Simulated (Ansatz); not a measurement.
# BClFH4N: the cost of one run

Program: Ansatz 0.2.0. Level of theory: RKS PBE/def2-SVP. These are calculated values, not measurements.

### 1 The structure to begin with

Bond lengths: B1–F3 1.320 Å, B1–Cl4 1.860 Å, B1–N5 1.850 Å, N5–H6 1.060 Å, N5–H7 1.060 Å. Angles: F3–B1–Cl4 120.0°, F3–B1–N5 105.6°, Cl4–B1–N5 92.7°, B1–N5–H6 120.0°, B1–N5–H7 120.0°, H6–N5–H7 120.0°.

Structure file:

```xyz
8

B     0.0000    0.0000    0.0000
H     0.0000    0.0000    1.5400
F     1.1431    0.0000   -0.6600
Cl   -1.6108    0.0000   -0.9300
N    -0.2369   -1.7396    0.5833
H    -0.6522   -2.4652   -0.0683
H     0.0425   -2.0107    1.5692
H    -0.1212   -0.8896    1.5631
```

### 2 Pulling towards end A

Springs on the bonds that form and break draw the guess towards this end; the thresholds are loose.

input.yaml

```yaml
crystal:
  periodic: [false, false, false]
  atoms:
    - { symbol: B, position_ang: [0.0, 0.0, 0.0] }
    - { symbol: H, position_ang: [0.0, 0.0, 1.54] }
    - { symbol: F, position_ang: [1.1431, 0.0, -0.66] }
    - { symbol: Cl, position_ang: [-1.6108, 0.0, -0.93] }
    - { symbol: "N", position_ang: [-0.2369, -1.7396, 0.5833] }
    - { symbol: H, position_ang: [-0.6522, -2.4652, -0.0683] }
    - { symbol: H, position_ang: [0.0425, -2.0107, 1.5692] }
    - { symbol: H, position_ang: [-0.1212, -0.8896, 1.5631] }
basis:
  gaussian: { orbitals: def2-SVP }
hamiltonian:
  xc: pbe
relax:
  f_tol: 0.15
  max_steps: 25
  restrain:
    - { distance: [0, 4], at: 2.75, k: 30.0 }
    - { distance: [7, 1], at: 1.86, k: 30.0 }
    - { distance: [0, 1], at: 1.19, k: 30.0 }
    - { distance: [7, 4], at: 1.06, k: 30.0 }
```

Command:

```
$ ansatz run input.yaml --threads 1 --pin off --max-ram 2048MiB --backend cpu --events-out ev --progress --plain --runs-dir out
```

**Question.** How long does this run take on 1 thread of Arm Neoverse V1, shared host, and how much memory does it need?

About 36 s, with a peak of 0.14 GiB.
